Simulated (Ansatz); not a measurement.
# C₂H₃ClIInO: up Jacob's ladder to CCSD(T)

An exercise on one series of results from a longer session: the logs are not shown, and one member is left open.

Method: functionals in def2-TZVPP, the program's frozen cores in correlated methods; program: Ansatz 0.2.0, Gaussian basis.

The runs, in order: LDA (SPW92), PBE-D4, revPBE-D4, BLYP-D4, r2SCAN-D4, B97M-V, PBE0-D4, B3LYP-D4, r2SCANh-D4, r2SCAN0-D4, HSE06-D4, BHLYP-D4, CAM-B3LYP-D4, LC-ωPBE, ωB97X-V, ωB97M-V, B2PLYP, PBE-QIDH; CCSD(T)/def2-SVP; CCSD(T)/def2-TZVPP; MP2/def2-QZVPP; extrapolation to the limit; RPA on PBE.

## The relaxed structure

All runs share one geometry, relaxed beforehand with PBE0-D4 in a triple-zeta def2 set. I, In take the def2 core potential; no spin-orbit term is included.

9 atoms, charge 0, spin multiplicity 1.

Atoms are counted from 1 here; the program's logs count them from 0.

Bond lengths: C1–C2 1.326 Å, C1–H7 1.086 Å, C1–H8 1.087 Å, C2–I3 2.100 Å, C2–In4 2.123 Å, In4–O5 1.967 Å, In4–Cl6 2.319 Å, O5–H9 0.961 Å. Angles: C2–C1–H7 123.1°, C2–C1–H8 120.0°, H7–C1–H8 116.9°, C1–C2–I3 120.6°, C1–C2–In4 122.7°, I3–C2–In4 116.7°, C2–In4–O5 127.7°, C2–In4–Cl6 118.4°, O5–In4–Cl6 113.8°, In4–O5–H9 112.0°.

Set-up of the first run:

Contents of in.yaml:

```yaml
crystal:
  periodic: [false, false, false]
  atoms:
    - {symbol: C, position_ang: [0.763547, -1.573369, -0.758965]}
    - {symbol: C, position_ang: [0.602668, -0.615446, 0.143804]}
    - {symbol: I, position_ang: [1.774019, -0.579097, 1.886285]}
    - {symbol: In, position_ang: [-0.823331, 0.941370, -0.077913]}
    - {symbol: O, position_ang: [-1.186103, 2.426801, 1.158990]}
    - {symbol: Cl, position_ang: [-2.150333, 0.961105, -1.979492]}
    - {symbol: H, position_ang: [1.491094, -2.373214, -0.652624]}
    - {symbol: H, position_ang: [0.151081, -1.581846, -1.657413]}
    - {symbol: H, position_ang: [-0.622642, 2.393685, 1.937336]}
basis:
  gaussian: {orbitals: def2-TZVPP}
hamiltonian: {xc: lda}
output: {orbitals: {seedname: orbitals}}
```

Started as:

```console
$ ansatz run in.yaml --threads 2 --pin off --events-out ev --progress --plain --max-ram 31744MiB --backend cuda --devices 0, --max-vram 18GiB
```

Steps of the session up to this table: LDA; PBE-D4 (GGA); revPBE-D4 (GGA); BLYP-D4 (GGA); r2SCAN-D4 (meta-GGA); B97M-V (meta-GGA); B3LYP-D4 (hybrid); r2SCANh-D4 (hybrid); r2SCAN0-D4 (hybrid); HSE06-D4 (hybrid); BHLYP-D4 (hybrid); CAM-B3LYP-D4 (range-separated); LC-ωPBE (range-separated); ωB97X-V (range-separated); ωB97M-V (range-separated); B2PLYP (double hybrid); PBE-QIDH (double hybrid).

One table of the session follows, with a row left open; its other results are not shown here.

It belongs to the step «Frontier levels by functional». 

| functional | HOMO (eV) | LUMO (eV) | gap (eV) |
| --- | --- | --- | --- |
| LDA (SPW92) | -6.67 | -3.09 | 3.58 |
| PBE-D4 | -6.47 | -2.82 | 3.66 |
| revPBE-D4 | -6.41 | -2.70 | 3.71 |
| BLYP-D4 | -6.29 | -2.76 | 3.53 |
| r2SCAN-D4 | -6.72 | -2.65 | 4.07 |
| B97M-V | -6.69 | -2.69 | 4.00 |
| PBE0-D4 | -7.54 | -1.95 | 5.59 |
| B3LYP-D4 | -7.31 | -2.25 | 5.06 |
| r2SCANh-D4 | -7.11 | -2.33 | 4.78 |
| r2SCAN0-D4 | ? | ? | ? |
| HSE06-D4 | -7.15 | -2.33 | 4.83 |
| BHLYP-D4 | -8.44 | -1.09 | 7.35 |
| CAM-B3LYP-D4 | -8.77 | -0.98 | 7.79 |
| LC-ωPBE | -10.10 | 0.24 | 10.33 |
| ωB97X-V | -9.75 | 0.10 | 9.85 |
| ωB97M-V | -9.63 | -0.07 | 9.56 |

Estimate the missing values for r2SCAN0-D4.

Worked estimate for «HOMO (eV)». Against the share of exact exchange, r2SCAN-D4 (0, -6.72), r2SCANh-D4 (0.1, -7.11) give a slope of -3.90 per unit share; at 0.25 the line stands at -7.69.

The run gave: HOMO (eV): -7.71; LUMO (eV): -1.86; gap (eV): 5.84. In «HOMO (eV)» the line misses by +0.02.
